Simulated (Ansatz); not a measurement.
Predict the output of the script below (the Ansatz DFT code, driven from Python).

The script, `field_ch4clgei.py`:
```python
"""Response of CH4ClGeI to a pair of distant point charges."""

import ansatz as az
import numpy as np

config = {
    "basis_set": "def2-SVPD",
    "functional": "CAM-B3LYP",
}


def main() -> None:
    geometry = (
        az.Crystal.molecule()
        .atom("Cl", (-2.5632, 0.3963, 0.3513))
        .atom("Ge", (-0.5539, 0.7073, -0.2654))
        .atom("C", (0.4643, -0.8191, 0.3046))
        .atom("I", (2.6016, -0.5477, -0.2787))
        .atom("H", (0.0179, 1.9918, 0.3665))
        .atom("H", (-0.474, 0.8449, -1.8094))
        .atom("H", (0.469, -0.9042, 1.4271))
        .atom("H", (0.1304, -1.7263, -0.1518))
    )

    model = (
        geometry.calculation()
        .basis(gaussian=config["basis_set"])
        .functional(config["functional"])
        .forces()
    )
    # charges +q and -q at -R and +R make a nearly even field 2 k q / R^2 at the centre
    centre = np.mean([site.position_ang for site in geometry.cartesian_sites], axis=0)
    field = 2 * 14.399645 * 4.0 / 30.0 ** 2


    def dipole(axis, sign):
        arm = 30.0 * np.eye(3)[axis]
        pair = [{"charge": sign * 4.0, "position_ang": (centre - arm).tolist()}, {"charge": -sign * 4.0, "position_ang": (centre + arm).tolist()}]
        deck = model.input().set(az.key.basis.gaussian.point_charges, pair)
        return np.array(az.Session.from_dict(deck).plan().execute().report["charge_distribution"]["dipole_moment_e_ang"])


    print(f"field {field:.4f} V/A")
    alpha = np.array([(dipole(axis, 1) - dipole(axis, -1)) / (2 * field) * 14.399645 for axis in range(3)])
    print("polarisability tensor (A^3)")
    print(np.array2string(alpha, precision=3, suppress_small=True))
    print(f"mean {np.trace(alpha) / 3:.3f} A^3 = {np.trace(alpha) / 3 / 0.14818471:.2f} bohr^3")


if __name__ == "__main__":
    main()
```

Running `python field_ch4clgei.py` prints:
```text
field 0.1280 V/A
polarisability tensor (A^3)
[[18.635 -1.022 -1.057]
 [-0.988 11.684 -0.17 ]
 [-1.032 -0.178 11.391]]
mean 13.904 A^3 = 93.83 bohr^3
```

Reading the output:
- The geometry is a force-field or estimated start, not a minimum of this method, and the basis set is short of its limit. The field of two point charges is only nearly even.
- def2 sets replace the cores of elements past krypton by effective core potentials.
- Timing: 97 s on 1 thread of Arm Neoverse V1, on a shared host, peak memory 0.63 GiB.

(Lines on the test bed's own set-up are left out of the output.)
